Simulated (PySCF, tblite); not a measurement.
**C3H5F3O2Si: geometry, infrared bands and NMR shifts**

Aim: predict the infrared bands and NMR shifts of C3H5F3O2Si (`O=C(C[SiH2]O)C(F)(F)F`).

The runs use tblite 0.8.0 and PySCF 2.14.0, with density-fitted response routines of our own; the level of theory stands in each step. All values are computed, except where a source is named. Atoms count from 0, in the outputs and in this text.

## 1. The molecule as given

14 atoms, charge 0, multiplicity 1; geometry from: force field or distance geometry start.

Bonds of the start (Å): O0–C1 1.24, C1–C2 1.51, C2–Si3 1.83, Si3–O4 1.67, C1–C5 1.53, C5–F6 1.36, C5–F7 1.35, C5–F8 1.37, C2–H9 1.09, C2–H10 1.11, Si3–H11 1.48, Si3–H12 1.48, O4–H13 0.96.

## 2. Optimising the geometry with GFN2-xTB

Job settings and geometry (Å):

```
{"job": {"kind": "relax", "xc": "GFN2-xTB", "basis": "xTB"}, "charge": 0, "multiplicity": 1}
O      0.412700     2.379400     0.075100
C     -0.187700     1.307300    -0.067600
C      0.282000     0.323600    -1.116000
Si     1.182400    -1.133400    -0.469100
O      0.219500    -2.114400     0.484200
C     -1.339500     0.860900     0.839100
F     -1.999600     1.907800     1.401200
F     -2.259100     0.138000     0.171300
F     -0.898300     0.075200     1.871400
H      0.912200     0.874200    -1.813300
H     -0.608000     0.019600    -1.700700
H      1.706100    -1.953700    -1.579300
H      2.303600    -0.698300     0.399600
H      0.273100    -1.986700     1.437100
```

Command:

```console
OMP_NUM_THREADS=1 python probes_run.py task.json out
```

The driver reads the jobs from task.json and runs them one after another.

**Question.** This job is followed by: GFN2-xTB harmonic vibrations, gas phase; GIAO PBE0/pcSseg-1 NMR shielding, non-relativistic, gas phase. What will the session give for the following? strongest single infrared mode (GFN2-xTB); zero-point energy (GFN2-xTB); 13C shifts against TMS (PBE0/pcSseg-1); 1H shifts against TMS (PBE0/pcSseg-1, means over atoms taken as alike); 17O shifts against H2O (PBE0/pcSseg-1); 29Si shifts against TMS (PBE0/pcSseg-1); 19F shifts against CFCl3 (PBE0/pcSseg-1, means over atoms taken as alike).

The runs gave:

| quantity | value |
| --- | --- |
| strongest single infrared mode (GFN2-xTB) | 766 cm⁻¹, 496 km/mol |
| zero-point energy (GFN2-xTB) | 50.0 kcal/mol |
| 13C shifts against TMS (PBE0/pcSseg-1) | 196.4, 125.3, 36.8 ppm |
| 1H shifts against TMS (PBE0/pcSseg-1, means over atoms taken as alike) | 5.07, 2.64, 2.42 ppm |
| 17O shifts against H2O (PBE0/pcSseg-1) | 642.3, 30.4 ppm |
| 29Si shifts against TMS (PBE0/pcSseg-1) | -15.8 ppm |
| 19F shifts against CFCl3 (PBE0/pcSseg-1, means over atoms taken as alike) | -94.9 ppm |

In words: Over 106 steps the energy fell by 0.457 eV; of the close pairs, C2–Si3 changed most, 1.831 to 1.953 Å. No mode is imaginary among the 36: a minimum at this level. The strongest single mode, at 766 cm⁻¹, moves mainly H13. GFN2-xTB is a fitted tight-binding method: band positions and strengths are rough. Its intensities can rank the bands wrongly. The most deshielded carbon is C1 (ketone carbonyl carbon), at 196.4 ppm: low-lying n→π* states of the double bond to the heteroatom give a large paramagnetic term (-261 ppm). At PBE0/pcSseg-1: Shielding is most anisotropic at O0 (span 1239 ppm, paramagnetic term -704 ppm).
